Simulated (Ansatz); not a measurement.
# Cu: the cost of one run

Program: Ansatz 0.2.0. Level of theory: DFT PBEsol, scalar-relativistic, plane waves, PAW. These are calculated values, not measurements.

### 1 The system as given

Symmetry: Cmcm, No. 63, orthorhombic system. Conventional cell: a = 2.437 Å, b = 7.953 Å, c = 2.475 Å, α = 90.00°, β = 90.00°, γ = 90.00°. Cu (site symmetry m2m) is surrounded by 10 Cu at 2.44 to 2.54 Å.

As a file:

```cif
data_structure
_symmetry_space_group_name_H-M 'P 1'
_symmetry_Int_Tables_number 1
_cell_length_a 4.1589
_cell_length_b 4.1589
_cell_length_c 2.4755
_cell_angle_alpha 90.000
_cell_angle_beta 90.000
_cell_angle_gamma 145.927
_cell_volume 23.99
loop_
_atom_site_label
_atom_site_type_symbol
_atom_site_fract_x
_atom_site_fract_y
_atom_site_fract_z
_atom_site_occupancy
Cu1 Cu 0.13387 0.86613 0.25000 1
Cu2 Cu 0.86613 0.13387 0.75000 1
```

It goes back to an entry of the Materials Project, which need not be the stable form.

The cell is taken as given, not relaxed at this level.

### 2 Zero of energy

The reference gives a free energy of -13177.2274 eV, pressure -1.51 GPa, largest force 0.009 eV/Å and gap on the mesh none (metal). It was computed beforehand with the settings of the runs below.

### 3 The scan: an axial (c/a) deformation path

At fixed volume and fractional coordinates, lengths along (0.000, 0.000, 1.000) are scaled against those across it; ρ is that ratio over its starting value.

### 4 At ρ = 0.850

Contents of input.yaml:

```yaml
crystal:
  lattice:
    - [1.2862921421, -4.1977318085, 0.0]
    - [1.2862921421, 4.1977318085, 0.0]
    - [0.0, 0.0, 2.2213044968]
  atoms:
    - { symbol: Cu, position: [0.13386665, 0.86613335, 0.25] }
    - { symbol: Cu, position: [0.86613335, 0.13386665, 0.75] }
basis:
  ecutwfc: 420
kpoints:
  mp_grid: { grid: [22, 22, 22] }
hamiltonian:
  xc: pbesol
scf:
  occupations: { method: gaussian, width: 0.15 }
output:
  forces: true
  stress: true
  eigenvalues: true
```

The run is started by

```sh
> ansatz run input.yaml --threads 1 --pin off --max-ram 2560MiB --backend cpu --events-out ev --progress --plain --runs-dir out
```

**Question.** How long does this run take on 1 thread of Intel Xeon at 2.50GHz (Skylake/Cascade Lake), shared host, and how much memory does it need?

About 89 s, with a peak of 0.94 GiB.
